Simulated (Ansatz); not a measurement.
# CoSi+ (septet): from Hartree-Fock to the top rungs, def2-SVP

One table from this session's results is given with a row withheld; the runs are named, their logs left out.

Computed with Ansatz 0.2.0, Gaussian basis. Level: def2-SVP, core rule «outside noble gas», up to 14 orbitals frozen.

The runs, in order: UHF; CCSD(T) on ROHF; CCSD(T) on UHF; CISD as a restricted active space (open shells left free, so some higher excitations enter); CCSDT(Q) on ROHF; CCSDT(Q) on UHF; CASSCF and MRCISD+Q, 12 electrons in 10 orbitals; CASSCF and NEVPT2, 12 electrons in 10 orbitals.

9 further runs of the same task are left out: 3 that didn't finish, 6 set aside as unsound or not needed. Runs told in other sessions of the task aren't counted.

## The system

The geometry is a PBE0/def2-TZVP stationary point (not a proven minimum) of the parent state, kept for this charge and spin.

2 atoms, charge 1, spin multiplicity 7.

Atoms are counted from 1 here; the program's logs count them from 0.

Bond lengths: Co1–Si2 2.358 Å.

The first run:

Input file in.yaml:

```yaml
crystal:
  periodic: [false, false, false]
  atoms:
    - {symbol: Co, position_ang: [0.000000, 0.000000, 0.000000]}
    - {symbol: Si, position_ang: [0.000000, 0.000000, 2.357600]}
basis:
  gaussian: {orbitals: def2-SVP}
total_charge: 1
magnetization: {spin_polarized: true, initial_magnetization: 6}
hamiltonian: {xc: hf}
output: {orbitals: {seedname: orbitals}}
```

Started as:

```bash
ansatz run in.yaml --threads 1 --pin off --events-out ev --progress --plain --max-ram 2393MiB
```

Steps of the session up to this table: UHF; CCSD(T) on ROHF; CCSD(T) on UHF; CISD as a restricted active space (open shells left free, so some higher excitations enter); CCSDT(Q) on ROHF; CCSDT(Q) on UHF; CASSCF and MRCISD+Q, 12 electrons in 10 orbitals; CASSCF and NEVPT2, 12 electrons in 10 orbitals.

One of the session's tables, all rows but one given; the rest of the session is left out.

| method | from RCCSDT(Q) (meV) |
| --- | --- |
| ROHF | +5661.8 |
| UHF | +5355.9 |
| RMP2 | +711.9 |
| UMP2 | +642.4 |
| CISD | +501.0 |
| RCCSD | +199.2 |
| UCCSD | +99.9 |
| RCCSD(T) | +34.9 |
| UCCSD(T) | -59.3 |
| RCCSDT | +1.0 |
| UCCSDT | -91.8 |
| RCCSDT(Q) | 0 |
| UCCSDT(Q) | -92.1 |
| CASSCF valence | +5224.7 |
| NEVPT2 valence | ? |
| MRCISD valence | +479.9 |
| MRCISD+Q valence | +149.1 |

Estimate the missing values for NEVPT2 valence.

As computed: from RCCSDT(Q) (meV): +1097.7. In the column «from RCCSDT(Q) (meV)» it lies between RMP2 (+711.9) and CASSCF valence (+5224.7).

Limits of these values: Restricted and unrestricted rows rest on different reference determinants; a gap between their highest levels can come from leftover correlation error, from unlike frozen cores or from another state.
